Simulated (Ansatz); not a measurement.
# In2GeS2: the cost of one run

Method: DFT PBE, scalar-relativistic, plane waves, PAW, in Ansatz 0.2.0.

### 1 The system as given

The structure is tetragonal, space group I4/mmm (No. 139). The conventional cell has a = 5.460 Å, b = 5.460 Å, c = 9.635 Å, α = 90.00°, β = 90.00°, γ = 90.00°. In (site symmetry 4mm) is surrounded by 4 S at 2.77 Å and 1 Ge at 2.89 Å. Ge (site symmetry 4/mmm) has 2 In at 2.89 Å as nearest neighbours. S (site symmetry -4m2) is surrounded by 4 In at 2.77 Å.

Coordinates:

```xyz
5
Lattice="-2.7300 2.7300 4.8173 2.7300 -2.7300 4.8173 2.7300 2.7300 -4.8173" Properties=species:S:1:pos:R:3 pbc="T T T"
In    0.0000    0.0000    7.7053
In    0.0000    0.0000    1.9293
Ge    0.0000    0.0000    4.8173
S     0.0000    2.7300    2.4086
S     2.7300    0.0000    2.4086
```

Recipe of the guess: random cell by space group and Wyckoff sites (I4/mmm, No. 139). Its size is a rough estimate.

### 2 The guess as it stands, on a coarse mesh

Contents of input.yaml:

```yaml
crystal:
  lattice:
    - [-2.73001535, 2.73001535, 4.81726708]
    - [2.73001535, -2.73001535, 4.81726708]
    - [2.73001535, 2.73001535, -4.81726708]
  atoms:
    - { symbol: In, position: [0.79975641, 0.79975641, 0.0] }
    - { symbol: In, position: [0.20024359, 0.20024359, 0.0] }
    - { symbol: Ge, position: [0.5, 0.5, 0.0] }
    - { symbol: S, position: [0.75, 0.25, 0.5] }
    - { symbol: S, position: [0.25, 0.75, 0.5] }
basis:
  ecutwfc: 420
kpoints:
  mp_grid: { grid: [4, 4, 4] }
hamiltonian:
  xc: pbe
scf:
  occupations: { method: gaussian, width: 0.1 }
  lower_state_search: "off"
output:
  forces: true
  stress: true
  eigenvalues: true
```

The run is started by

```bash
ansatz run input.yaml --threads 1 --pin off --max-ram 2560MiB --backend cpu --events-out ev --progress --plain --runs-dir out
```

**Question.** How long does this run take on 1 thread of Intel Xeon 6975P-C (Granite Rapids), shared host, and how much memory does it need?

About 2.2 s, with a peak of 0.46 GiB.
